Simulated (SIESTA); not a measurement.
## CS2 in SIESTA: the effect of functional

The system is CS2.

```
S C
1.0
     3.64579   -2.99431    0.00000
     3.64579    2.99431    0.00000
     0.00000    0.00000    9.85126
S C
4 2
Direct
  0.18152 0.81848 0.88687
  0.31848 0.68152 0.38687
  0.68152 0.31848 0.61313
  0.81848 0.18152 0.11313
  0.50000 0.50000 0.50000
  0.00000 0.00000 0.00000
```

The cell comes from a database or a generator and needn't be the stable form of this composition.

Alike in all runs:

```yaml
Program: SIESTA 5.4.2
Task: band structure
Basis: DZP (energy shift 0.003 Ry)
Grid_cutoff: 500 Ry
Energy_shift: 0.003 Ry
k_mesh: 6 × 6 × 3
Occupations: fermi-dirac, width 0.05 eV
Spin: no spin polarisation
```

```csv
functional,potentials or basis,gap on the mesh (eV),pressure (GPa),largest force (eV/Å)
PBE,PseudoDojo 0.4 standard (PBE files),3.43,2.0,1.66
LDA,PseudoDojo 0.4 standard (LDA files),?,?,?
PBEsol,PseudoDojo 0.4 standard (PBEsol files),3.44,1.6,1.53
```

Problem. What does the run with functional LDA give?

Solution. gap on the mesh 3.36 eV; pressure 0.5 GPa; largest force 1.23 eV/Å.

Caveats: the basis of atomic orbitals isn't converged, which shifts pressures, moduli and gaps; forces of over 1 eV/Å show positions far from the minimum, so gaps and moduli don't describe the material at rest.

